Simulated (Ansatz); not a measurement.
# H4OSi: the cost of one run

The runs use Ansatz 0.2.0, Gaussian basis; PBE0-D4/def2-TZVP structures, single points in def2-TZVPP, no counterpoise correction.

Levels: SPW92, PBE-D4, BLYP-D4, r2SCAN-D4, B97M-V, PBE0-D4, B3LYP-D4, r2SCAN0-D4, BHLYP-D4, CAM-B3LYP-D4, wB97X-V, wB97M-V, B2PLYP, PBE-QIDH, RPA on PBE, Hartree-Fock, MP2, CCSD, CCSD(T).

Cores are frozen in the correlated methods. B3LYP uses VWN-RPA correlation. B2PLYP carries no dispersion term here.

94 further runs of the same task are left out: 94 set aside as unsound or not needed.

**1. Starting geometry**

The complex: 12 atoms, charge 0, spin multiplicity 1.

Atoms are counted from 1 here; the program's logs count them from 0.

Bond lengths: Si1–O2 1.662 Å, Si1–H3 1.486 Å, Si1–H4 1.486 Å, Si1–H5 1.478 Å, O2–H9 0.959 Å, H6–O7 0.969 Å, O7–Si8 1.638 Å, Si8–H10 1.483 Å, Si8–H11 1.492 Å, Si8–H12 1.491 Å. Angles: O2–Si1–H3 110.8°, O2–Si1–H4 110.4°, O2–Si1–H5 105.1°, H3–Si1–H4 108.8°, H3–Si1–H5 110.8°, H4–Si1–H5 110.9°, Si1–O2–H9 118.1°, H6–O7–Si8 117.2°, O7–Si8–H10 106.9°, O7–Si8–H11 112.0°, O7–Si8–H12 112.3°, H10–Si8–H11 109.2°, H10–Si8–H12 109.1°, H11–Si8–H12 107.3°.

Geometry (Å):

```xyz
12
H8O2Si2
Si   -2.26139    0.40950    0.15200
O    -1.17439   -0.29321   -0.89106
H    -3.00366    1.50735   -0.51932
H    -3.23713   -0.59862    0.64102
H    -1.44283    0.93329    1.26588
H     0.61786    0.15846   -0.89560
O     1.54876    0.41138   -0.80623
Si    2.40291   -0.29431    0.40018
H    -1.51430   -0.71442   -1.68213
H     3.75800    0.30780    0.37682
H     1.78454   -0.05736    1.73690
H     2.52171   -1.76995    0.22136
```

Its parts: SiH₄O holds atoms 1, 2, 3, 4, 5, 9; SiH₄O holds atoms 6, 7, 8, 10, 11, 12. Each part counts its atoms afresh in its own runs.

**2. Relaxing SiH₄O alone**

The input, relax-a/in.yaml:

```yaml
crystal:
  periodic: [false, false, false]
  atoms:
    - {symbol: Si, position_ang: [-2.261387, 0.409497, 0.151999]}
    - {symbol: O, position_ang: [-1.174385, -0.293213, -0.891063]}
    - {symbol: H, position_ang: [-3.003657, 1.507347, -0.519323]}
    - {symbol: H, position_ang: [-3.237126, -0.598617, 0.641019]}
    - {symbol: H, position_ang: [-1.442830, 0.933294, 1.265877]}
    - {symbol: H, position_ang: [-1.514297, -0.714423, -1.682129]}
basis:
  gaussian: {orbitals: def2-TZVP}
hamiltonian: {xc: pbe0, dispersion: d4}
relax: {f_tol: 0.005, max_steps: 200}
```

Command:

```sh
$ ansatz run in.yaml --threads 4 --pin off --events-out ev --progress --plain --max-ram 9574MiB
```

**Question.** How long does this run take on 4 threads of Arm Neoverse V2, shared host?

About 2.1 s.
